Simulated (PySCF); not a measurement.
# Ta₃N: relaxation and vibrations of the singlet

Where does singlet Ta₃N go from a trigonal planar start, is the end point a minimum, and what are its modes, charges and moments?

Program: PySCF 2.14.0. Level of theory: PBE0, basis N def2-SVP, Ta def2-SVP with ECP60, scalar-relativistic core potentials, no spin–orbit coupling, density fitting. These are calculated values, not measurements.

## 1. The system as given

4 atoms, charge 0, spin multiplicity 1.

Bond lengths: N1–Ta2 2.170 Å, N1–Ta3 2.170 Å, N1–Ta4 2.170 Å. Angles: Ta2–N1–Ta3 120.0°, Ta2–N1–Ta4 120.0°, Ta3–N1–Ta4 120.0°.

Coordinates in bohr (charge 0 multiplicity 1):
```
N     0.0000    0.0000    0.0000
Ta    4.1007    0.0000    0.0000
Ta   -2.0503    3.5514    0.0000
Ta   -2.0504   -3.5513    0.0000
```

## 2. Relaxing the singlet from the trigonal planar start

The steps below are one call of a driver around PySCF. For each, scf.py gives the equivalent set-up of the SCF; relaxations use the driver's own optimiser. Before each start the driver seeks the lowest SCF state from one or more starting densities and follows internal instabilities, so scf.py alone need not reach the same state.

The program finds D3h symmetry in the start, which this walk keeps. The walk stops when the largest gradient is under 0.0003 Eh/bohr and the energy has settled too.

scf.py

```python
from pyscf import gto, scf, dft
mol = gto.M(atom='''
N      0.000000     0.000000     0.000000
Ta     2.170014    -0.000012    -0.000000
Ta    -1.084996     1.879294     0.000000
Ta    -1.085018    -1.879281    -0.000000''',
    basis={'N': 'def2-SVP', 'Ta': 'def2-SVP'},
    ecp={'Ta': 'def2-SVP'},
    charge=0, spin=0)
mf = dft.RKS(mol, xc='PBE0')
mf.grids.atom_grid = (50, 194)
aux = {'N': 'def2-universal-JKFIT', 'Ta': 'def2-universal-JKFIT'}
mf = mf.density_fit(auxbasis=aux)
mf.kernel()
```

Energy and gradient, step by step:

| step | energy (Eh) | change (kJ/mol) | largest symmetric gradient (Eh/bohr) |
| --- | --- | --- | --- |
| 0 | -225.155143 | 0.00 | 0.08755 |
| 1 | -225.201900 | -122.76 | 0.07580 |
| 2 | -225.252720 | -256.19 | 0.02558 |
| 3 | -225.254411 | -260.63 | 0.01347 |
| 4 | -225.255271 | -262.88 | 0.00138 |
| 5 | -225.255279 | -262.91 | 0.00008 |
| 6 | -225.255279 | -262.91 | 0.00000 |

The walk took 30 s on 4 threads, shared host.

Geometry (Å) and forces (eV/Å) at some steps, with the part that breaks the symmetry left in:

```
step 0
N    0.000   0.000   0.000  -0.449   0.000   0.000
Ta   2.170   0.000   0.000  -4.347   0.000   0.000
Ta  -1.085   1.879   0.000   2.398  -3.904   0.000
Ta  -1.085  -1.879   0.000   2.398   3.904   0.000
step 1
N    0.000   0.000   0.000  -0.558   0.000   0.000
Ta   2.070   0.000   0.000  -3.756   0.000   0.000
Ta  -1.035   1.793   0.000   2.157  -3.337   0.000
Ta  -1.035  -1.793   0.000   2.157   3.337   0.000
step 3
N    0.000   0.000   0.000  -0.887   0.000   0.000
Ta   1.887   0.000   0.000  -0.639   0.000   0.000
Ta  -0.944   1.634   0.000   0.763  -0.390   0.000
Ta  -0.944  -1.634   0.000   0.763   0.390   0.000
step 6
N    0.000   0.000   0.000  -0.944   0.000   0.000
Ta   1.865   0.000   0.000   0.028   0.000   0.000
Ta  -0.932   1.615   0.000   0.458   0.248   0.000
Ta  -0.932  -1.615   0.000   0.458  -0.248   0.000
```

It settles in D3h symmetry, 262.9 kJ/mol below the start, after 6 steps: N–Ta 1.865 Å (×3); Ta–N–Ta 120.0° (×3). A gradient of 0.0183 Eh/bohr that breaks the symmetry is left: this electronic state wants a lower symmetry.

## 3. Relaxing without the symmetry constraint

The geometry is nudged along the force that breaks the symmetry.

The program finds C2v symmetry in the start, which may break. Threshold on the gradient: 0.0003 Eh/bohr, with a further test on the energy change.

Edit scf.py of step 2 so:

```diff
@@ -3,4 +3,4 @@
-N      0.000000     0.000000     0.000000
-Ta     2.170014    -0.000012    -0.000000
-Ta    -1.084996     1.879294     0.000000
-Ta    -1.085018    -1.879281    -0.000000''',
+N     -0.072594     0.000001     0.000000
+Ta     1.844349    -0.000034    -0.000000
+Ta    -0.919336     1.634232     0.000000
+Ta    -0.919396    -1.634198     0.000000''',
```

The optimiser's trace (not every step is listed):

| step | energy (Eh) | change (kJ/mol) | largest gradient (Eh/bohr) |
| --- | --- | --- | --- |
| 0 | -225.257345 | 0.00 | 0.02022 |
| 1 | -225.259330 | -5.21 | 0.01546 |
| 2 | -225.276506 | -50.31 | 0.09647 |
| 3 | -225.277295 | -52.38 | 0.18623 |
| 4 | -225.295806 | -100.98 | 0.11589 |
| 5 | -225.318011 | -159.28 | 0.06954 |
| 6 | -225.354918 | -256.18 | 0.04295 |
| 7 | -225.365383 | -283.65 | 0.03993 |
| 8 | -225.367661 | -289.63 | 0.02973 |
| 9 | -225.369731 | -295.07 | 0.01734 |
| 10 | -225.401027 | -377.24 | 0.06787 |
| 12 | -225.429834 | -452.87 | 0.00866 |
| 14 | -225.430076 | -453.50 | 0.00136 |
| 16 | -225.430276 | -454.03 | 0.00172 |
| 18 | -225.430754 | -455.28 | 0.00516 |
| 20 | -225.431621 | -457.56 | 0.00804 |
| 22 | -225.433441 | -462.34 | 0.01108 |
| 23 | -225.434788 | -465.88 | 0.00277 |
| 24 | -225.434829 | -465.98 | 0.00515 |
| 25 | -225.434933 | -466.26 | 0.00112 |
| 26 | -225.434937 | -466.27 | 0.00018 |
| 27 | -225.434938 | -466.27 | 0.00004 |

The walk took 2.7 min.

After 27 steps and 466.3 kJ/mol it ends at Cs: N–Ta 1.897 Å (×2), N–Ta 2.180 Å, Ta–Ta 2.376 Å (×2); N–Ta–Ta 49.0° (×2), N–Ta–Ta 60.1° (×2), Ta–N–Ta 70.9° (×2), Ta–N–Ta 114.3°, Ta–Ta–Ta 84.2°.

## 4. Vibrations and properties at this point

On the finer grid the gradient is checked again; gradients at displacements of ±0.01 bohr then give force constants and infrared intensities.

Edit scf.py of step 3 so:

```diff
@@ -3,4 +3,4 @@
-N     -0.072594     0.000001     0.000000
-Ta     1.844349    -0.000034    -0.000000
-Ta    -0.919336     1.634232     0.000000
-Ta    -0.919396    -1.634198     0.000000''',
+N     -0.993132     0.000004     0.729953
+Ta     1.149005    -0.000007     0.322794
+Ta    -0.535508     1.595387    -0.188279
+Ta    -0.535525    -1.595380    -0.188283''',
@@ -11 +11 @@
-mf.grids.atom_grid = (50, 194)
+mf.grids.atom_grid = (75, 302)
```

This SCF starts from the last density.

SCF at the final geometry:

```text
init E= -225.435047016074
  HOMO = -0.159667679011926  LUMO = -0.0918745118511719  gap/eV = 1.84475
cycle= 1 E= -225.435047014965  delta_E= 1.11e-09  |g|= 6.63e-05  |ddm|= 8.15e-05
  HOMO = -0.159670003119095  LUMO = -0.0918717961645434  gap/eV = 1.84488
cycle= 2 E= -225.435046977494  delta_E= 3.75e-08  |g|= 0.000384  |ddm|= 0.000443
  HOMO = -0.15966837888565  LUMO = -0.0918743391490224  gap/eV = 1.84477
cycle= 3 E= -225.435047016125  delta_E= -3.86e-08  |g|= 3.55e-06  |ddm|= 0.000377
  HOMO = -0.159668170940884  LUMO = -0.0918741841049862  gap/eV = 1.84477
cycle= 4 E= -225.435047016129  delta_E= -4.09e-12  |g|= 2.04e-06  |ddm|= 6.73e-06
  HOMO = -0.159668150520649  LUMO = -0.0918741339518405  gap/eV = 1.84477
Extra cycle  E= -225.435047016094  delta_E= 3.52e-11  |g|= 1.11e-05  |ddm|= 1.62e-05
converged SCF energy = -225.435047016094
```

The whole step took 1.8 min.

Geometry: Cs; N–Ta 1.897 Å (×2), N–Ta 2.180 Å, Ta–Ta 2.376 Å (×2); N–Ta–Ta 49.0° (×2), N–Ta–Ta 60.1° (×2), Ta–N–Ta 70.9° (×2), Ta–N–Ta 114.5°, Ta–Ta–Ta 84.4°.

Harmonic modes (main isotopes):

```json
{"symmetry": "a'", "ω (cm⁻¹)": "82", "IR (km/mol)": "3.6", "μ (u)": "77.29"}
{"symmetry": "a''", "ω (cm⁻¹)": "127", "IR (km/mol)": "4.6", "μ (u)": "132.86"}
{"symmetry": "a'", "ω (cm⁻¹)": "249", "IR (km/mol)": "0.6", "μ (u)": "123.95"}
{"symmetry": "a'", "ω (cm⁻¹)": "356", "IR (km/mol)": "1.9", "μ (u)": "16.60"}
{"symmetry": "a'", "ω (cm⁻¹)": "651", "IR (km/mol)": "9.2", "μ (u)": "15.20"}
{"symmetry": "a''", "ω (cm⁻¹)": "682", "IR (km/mol)": "0.2", "μ (u)": "15.06"}
```

No imaginary mode, so this is a minimum.

Properties at this point:

```yaml
Dipole_moment: 1.25 D
Highest_occupied_level: -4.34 eV
Lowest_empty_level: -2.50 eV
Rotational_constants: 0.04261, 0.01803, 0.01294 cm⁻¹
Zero-point_energy: 12.8 kJ/mol
Principal_polarisabilities: 156.7, 187.5, 291.3 bohr³
Atomisation_energy_without_zero-point_energy: 1322 kJ/mol
Principal_traceless_quadrupole_moments_about_the_centre_of_mass: -10.07, 4.33, 5.73 D Å
Entropy_at_298.15_K_and_1_bar: 362.9 J/(mol K)
Heat_capacity_Cp_at_298.15_K: 70.9 J/(mol K)
Enthalpy_at_298.15_K_above_0_K: 16.61 kJ/mol
Rotational_symmetry_number: 1
```

Populations by atom (charges in e):

| atom | Mulliken | Löwdin | polar tensor | Mayer order to N1 |
| --- | --- | --- | --- | --- |
| N1 | -0.50 | 0.03 | -0.12 | – |
| Ta2 | 0.29 | -0.16 | 0.09 | 0.49 |
| Ta3,4 | 0.10 | 0.06 | 0.01 | 1.32 |

Mulliken populations on N1: s 3.75, p 3.74, d 0.02.

## 5. Outcome

| quantity | value |
| --- | --- |
| minimum | singlet, Cs |
| geometry | N–Ta 1.897 Å (×2), N–Ta 2.180 Å, Ta–Ta 2.376 Å (×2); N–Ta–Ta 49.0° (×2), N–Ta–Ta 60.1° (×2), Ta–N–Ta 70.9° (×2), Ta–N–Ta 114.5°, Ta–Ta–Ta 84.4° |
| wavenumbers (cm⁻¹) | 82 (a'), 127 (a''), 249 (a'), 356 (a'), 651 (a'), 682 (a'') |
| dipole moment | 1.25 D |
| highest occupied, lowest empty level | -4.34, -2.50 eV |
| polar-tensor charge of N1 | -0.12 e |
| zero-point energy | 12.8 kJ/mol |
| entropy at 298.15 K | 362.9 J/(mol K) |
| atomisation energy (no zero-point energy) | 1322 kJ/mol |

In words: The trigonal planar start (D3h) ends in a minimum of Cs symmetry. In the infrared the band at 651 cm⁻¹ (a') leads. Only this shape and spin were tried, so other structures or states may lie lower. Modes under about 90 cm⁻¹ are uncertain by tens of cm⁻¹. Whether spin polarisation would lower the closed shell was not checked. Spin–orbit coupling, left out here, can matter for elements this heavy.

The search up to here took 5.4 min.
